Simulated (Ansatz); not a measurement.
# Ir: an axial (c/a) deformation path

The task here is to estimate one member of a computed series from the others.

This is Ir in the hcp structure; at room conditions it is fcc.

Program: Ansatz 0.2.0. Level of theory: DFT r2SCAN, scalar-relativistic, plane waves, PAW. These are calculated values, not measurements.

## The structure to begin with

The structure is hexagonal, space group P6_3/mmc (No. 194). The conventional cell has a = 2.751 Å, b = 2.751 Å, c = 4.462 Å, α = 90.00°, β = 90.00°, γ = 120.00°. Ir (site symmetry -6m2) is surrounded by 12 Ir at 2.74 to 2.75 Å.

As a file:

```
CELL_PARAMETERS angstrom
2.75138 0.00000 0.00000
-1.37569 2.38276 0.00000
0.00000 0.00000 4.46229
ATOMIC_POSITIONS crystal
Ir 0.66667 0.33333 0.75000
Ir 0.33333 0.66667 0.25000
```

It goes back to an entry of the Materials Project, which need not be the stable form.

No relaxation comes first: the listed cell is the starting point.

The first run:

The input, input.yaml:

```yaml
crystal:
  lattice:
    - [2.7513778946, 0.0, 0.0]
    - [-1.3756889473, 2.3827631521, 0.0]
    - [0.0, 0.0, 4.46229]
  atoms:
    - { symbol: Ir, position: [0.6666666667, 0.3333333333, 0.75] }
    - { symbol: Ir, position: [0.3333333333, 0.6666666667, 0.25] }
basis:
  ecutwfc: 500
kpoints:
  mp_grid: { grid: [24, 24, 12] }
hamiltonian:
  xc: r2scan
scf:
  occupations: { method: gaussian, width: 0.15 }
output:
  forces: true
  stress: true
  eigenvalues: true
```

On the command line:

```
> ansatz run input.yaml --threads 1 --pin off --max-ram 2560MiB --backend cpu --events-out ev --progress --plain --runs-dir out
```

Among the steps run: The undisturbed cell; Point ρ = 0.850; At ρ = 1.200; At ρ = 0.920; Point ρ = 1.100; At ρ = 0.960; At ρ = 1.050; Point ρ = 0.800; At ρ = 1.300.

One of the session's tables, all rows but one given; the rest of the session is left out.

```
    ρ  ΔE (meV/atom)  pressure (GPa)
0.800          393.8             9.1
0.850          222.9             1.6
0.920           64.5            -5.5
0.960              ?               ?
1.000            0.0            -8.8
1.050           24.8            -7.9
1.100           93.7            -5.0
1.200          353.8             6.2
1.300          743.8            23.5
```

**Question.** Estimate the row for ρ = 0.960.

Worked estimate for «ΔE (meV/atom)». A straight line through the neighbours (0.920, 64.5) and (1.000, 0.0) gives 64.5 + (0.0 − 64.5) × (0.960 − 0.920) / (1.000 − 0.920) = 32.3; a parabola fitted to 4 rows on both sides gives 16.6.

As computed: ΔE (meV/atom): 16.4; pressure (GPa): -7.8. In «ΔE (meV/atom)» the line misses by +15.9 and the parabola by +0.2.
